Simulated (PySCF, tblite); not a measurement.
# C4H13NSeSi: geometry, infrared bands and NMR shifts

Aim: predict the infrared bands and NMR shifts of C4H13NSeSi (`CC(C)(C)[Se][SiH2]N`).

The runs use tblite 0.8.0 and PySCF 2.14.0, with density-fitted response routines of our own; the level of theory stands in each step. All values are computed, except where a source is named. Atoms count from 0, in the outputs and in this text.

## 1. The starting structure

20 atoms, charge 0, multiplicity 1; geometry from: force field or distance geometry start.

Bonds of the start (Å): C0–C1 1.52, C1–C2 1.50, C1–C3 1.52, C1–Se4 1.96, Se4–Si5 2.29, Si5–N6 1.78, C0–H7 1.12, C0–H8 1.11, C0–H9 1.11, C2–H10 1.10, C2–H11 1.13, C2–H12 1.10, C3–H13 1.11, C3–H14 1.12, C3–H15 1.12, Si5–H16 1.49, Si5–H17 1.48, N6–H18 1.04, N6–H19 1.04.

## 2. Geometry optimisation with GFN2-xTB

The job: settings as JSON, then the geometry in Å.

```
{"job": {"kind": "relax", "xc": "GFN2-xTB", "basis": "xTB"}, "charge": 0, "multiplicity": 1}
C     -2.327000    -0.056100     0.837200
C     -1.013000    -0.241700     0.106300
C     -0.970600    -1.527800    -0.666100
C     -0.822400     0.999900    -0.751900
Se     0.491000    -0.307200     1.354600
Si     2.202300     0.845900     0.357900
N      3.736700    -0.047900     0.397900
H     -3.070600     0.187300     0.037300
H     -2.628300    -0.945300     1.420300
H     -2.271800     0.859600     1.456800
H     -0.864600    -1.394300    -1.756300
H     -1.955100    -2.049400    -0.503000
H     -0.206300    -2.207700    -0.265200
H     -0.629200     0.686800    -1.798300
H      0.009200     1.624700    -0.330800
H     -1.728100     1.650000    -0.652200
H      2.421000     2.140700     1.056400
H      1.833600     1.048300    -1.056200
H      3.939900    -0.580900    -0.469200
H      3.848200    -0.674100     1.221600
```

Command:

```bash
$ OMP_NUM_THREADS=1 python probes_run.py task.json out
```

The driver reads the jobs from task.json and runs them one after another.

**Question.** This job is followed by: GFN2-xTB harmonic vibrations, gas phase; GIAO PBE0/pcSseg-1 NMR shielding, non-relativistic, gas phase. What will the session give for the following? strongest single infrared mode (GFN2-xTB); zero-point energy (GFN2-xTB); 13C shifts against TMS (PBE0/pcSseg-1, means over atoms taken as alike); 1H shifts against TMS (PBE0/pcSseg-1, means over atoms taken as alike); 77Se shifts against Me2Se (PBE0/pcSseg-1); 29Si shifts against TMS (PBE0/pcSseg-1); 15N shifts against NH3 (PBE0/pcSseg-1).

As calculated:

```
                                                               quantity                 value
                              strongest single infrared mode (GFN2-xTB)  712 cm⁻¹, 573 km/mol
                                           zero-point energy (GFN2-xTB)        101.8 kcal/mol
13C shifts against TMS (PBE0/pcSseg-1, means over atoms taken as alike)        58.1, 37.0 ppm
 1H shifts against TMS (PBE0/pcSseg-1, means over atoms taken as alike)  5.71, 1.61, 0.31 ppm
                              77Se shifts against Me2Se (PBE0/pcSseg-1)               111 ppm
                                29Si shifts against TMS (PBE0/pcSseg-1)             -24.8 ppm
                                 15N shifts against NH3 (PBE0/pcSseg-1)               9.8 ppm
```

In words: Relaxing lowered the energy by 1.001 eV in 200 steps; the close pair that moved most is C1–Se4, from 1.956 to 2.036 Å. No mode is imaginary among the 54: a minimum at this level. The strongest single mode, at 712 cm⁻¹, moves mainly H16 and H17. GFN2-xTB is a fitted tight-binding method: band positions and strengths are rough. Its intensities can rank the bands wrongly. At PBE0/pcSseg-1: The widest tensor belongs to Se4: span 1307 ppm, with a paramagnetic part of -1358 ppm. Spin-orbit coupling is left out, which matters for shieldings and couplings at and beside the heavy atoms.
